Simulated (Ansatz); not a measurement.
# SiH3Cl3: a reaction path by the nudged elastic band

What path joins these two structures, and how high does it climb? Both ends were relaxed at PBE0-D4 in triple zeta.

Computed with Ansatz 0.2.0, Gaussian basis. Level: PBE0-D4/def2-SVP.

22 further runs of the same task are left out: 22 set aside as unsound or not needed.

## Step 1: Where the work starts

The first end: 7 atoms, charge 0, spin multiplicity 1.

Atoms are counted from 1 here; the program's logs count them from 0.

Bond lengths: Si1–Cl2 2.030 Å, Si1–Cl3 2.030 Å, Si1–Cl4 2.030 Å, Si1–H5 1.469 Å, H6–H7 0.746 Å. Angles: Cl2–Si1–Cl3 109.6°, Cl2–Si1–Cl4 109.6°, Cl2–Si1–H5 109.4°, Cl3–Si1–Cl4 109.6°, Cl3–Si1–H5 109.4°, Cl4–Si1–H5 109.3°.

As a file:

```
atom    x (Å)    y (Å)    z (Å)
 Si1  -0.4103   0.2702  -1.0636
 Cl2   1.6043   0.5161  -1.0232
 Cl3  -0.8664  -1.6682  -0.6715
 Cl4  -1.2702   1.4666   0.3330
  H5  -0.9185   0.6318  -2.3939
  H6   1.2499  -0.7321   2.2616
  H7   0.6112  -0.4844   2.5575
```

The second end:

```xyz
7
charge 0, multiplicity 1
Si   -0.8548    0.3700    0.1192
Cl    2.8152   -0.1555   -0.2761
Cl   -0.5781   -1.6510   -0.1333
Cl   -2.8458    0.7430    0.3496
H    -0.3796    1.0524   -1.0972
H     1.9910   -1.1387   -0.3075
H    -0.1479    0.7797    1.3453
```

## Step 2: The band at PBE0-D4/def2-SVP

neb/in.yaml

```yaml
crystal:
  periodic: [false, false, false]
  atoms:
    - {symbol: Si, position_ang: [-0.410298, 0.270158, -1.063569]}
    - {symbol: Cl, position_ang: [1.604303, 0.516120, -1.023164]}
    - {symbol: Cl, position_ang: [-0.866356, -1.668213, -0.671476]}
    - {symbol: Cl, position_ang: [-1.270173, 1.466567, 0.333013]}
    - {symbol: H, position_ang: [-0.918515, 0.631843, -2.393899]}
    - {symbol: H, position_ang: [1.249880, -0.732099, 2.261621]}
    - {symbol: H, position_ang: [0.611158, -0.484375, 2.557476]}
basis:
  gaussian: {orbitals: def2-SVP}
hamiltonian: {xc: pbe0, dispersion: d4}
neb:
  images: 5
  climbing: true
  max_iterations: 40
  initial_path: idpp
  final_atoms:
    - {symbol: Si, position_ang: [-0.854782, 0.370013, 0.119168]}
    - {symbol: Cl, position_ang: [2.815249, -0.155476, -0.276064]}
    - {symbol: Cl, position_ang: [-0.578117, -1.650951, -0.133268]}
    - {symbol: Cl, position_ang: [-2.845819, 0.742968, 0.349564]}
    - {symbol: H, position_ang: [-0.379603, 1.052441, -1.097160]}
    - {symbol: H, position_ang: [1.991002, -1.138728, -0.307513]}
    - {symbol: H, position_ang: [-0.147930, 0.779733, 1.345272]}
```

Started as:

```sh
ansatz run in.yaml --threads 4 --pin off --events-out ev --progress --plain --max-ram 9574MiB
```

Q: Predict the outcome of this session. Wanted: from earlier runs: barrier over the separately found saddle, CCSD(T)/def2-TZVPP.

The runs gave:

| quantity | value |
| --- | --- |
| PBE0-D4/def2-SVP, 20 iterations | highest 212.8 kJ/mol (image 3), last end +58.1 kJ/mol |
| from earlier runs: barrier over the separately found saddle, CCSD(T)/def2-TZVPP | 244.7 kJ/mol |

What this shows: The highest image lies 212.8 kJ/mol above the first end, and it climbed, so it estimates the saddle. The ends are not quite minima at this level (largest force component 0.46 eV/Å), so the heights are unreliable: relaxing the first end would lower it and raise the barrier above it. The highest image is 31.9 kJ/mol below the CCSD(T) barrier in triple zeta, which comes from separate runs on the saddle.
